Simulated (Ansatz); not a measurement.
# Ta4N: the cost of one run

Program: Ansatz 0.2.0. Level of theory: DFT PBE, scalar-relativistic, plane waves, PAW. These are calculated values, not measurements.

## Step 1: Starting point

The structure is cubic, space group Pm-3m (No. 221). Conventional cell: a = 4.291 Å, b = 4.291 Å, c = 4.291 Å, α = 90.00°, β = 90.00°, γ = 90.00°. Around Ta (site symmetry m-3m) lie 12 Ta at 3.03 Å. Ta (site symmetry 4/mmm) has 2 N at 2.15 Å as nearest neighbours. Around N (site symmetry m-3m) lie 6 Ta at 2.15 Å.

Structure file:

```cif
data_structure
_symmetry_space_group_name_H-M 'P 1'
_symmetry_Int_Tables_number 1
_cell_length_a 4.2907
_cell_length_b 4.2907
_cell_length_c 4.2907
_cell_angle_alpha 90.000
_cell_angle_beta 90.000
_cell_angle_gamma 90.000
_cell_volume 78.99
loop_
_atom_site_label
_atom_site_type_symbol
_atom_site_fract_x
_atom_site_fract_y
_atom_site_fract_z
_atom_site_occupancy
Ta1 Ta 0.00000 0.00000 0.00000 1
Ta2 Ta 0.50000 0.50000 0.00000 1
Ta3 Ta 0.50000 0.00000 0.50000 1
Ta4 Ta 0.00000 0.50000 0.50000 1
N1 N 0.50000 0.50000 0.50000 1
```

The cell is invented: species swapped into a database cell of Mn4N (Pm-3m, No. 221). Lengths come from tabulated atomic sizes and are only a guess.

## Step 2: A first look at the guess

Input file input.yaml:

```yaml
crystal:
  lattice:
    - [4.2906923, 0.0, 0.0]
    - [0.0, 4.2906923, 0.0]
    - [0.0, 0.0, 4.2906923]
  atoms:
    - { symbol: Ta, position: [0.0, 0.0, 0.0] }
    - { symbol: Ta, position: [0.5, 0.5, 0.0] }
    - { symbol: Ta, position: [0.5, 0.0, 0.5] }
    - { symbol: Ta, position: [0.0, 0.5, 0.5] }
    - { symbol: "N", position: [0.5, 0.5, 0.5] }
basis:
  ecutwfc: 420
kpoints:
  mp_grid: { grid: [4, 4, 4] }
hamiltonian:
  xc: pbe
scf:
  occupations: { method: gaussian, width: 0.1 }
  lower_state_search: "off"
output:
  forces: true
  stress: true
  eigenvalues: true
```

Command:

```
ansatz run input.yaml --threads 1 --pin off --max-ram 2560MiB --backend cpu --events-out ev --progress --plain --runs-dir out
```

**Question.** How long does this run take on 1 thread of Intel Xeon Platinum 8259CL at 2.50GHz (Skylake/Cascade Lake), shared host, and how much memory does it need?

About 1.6 s, with a peak of 0.39 GiB.
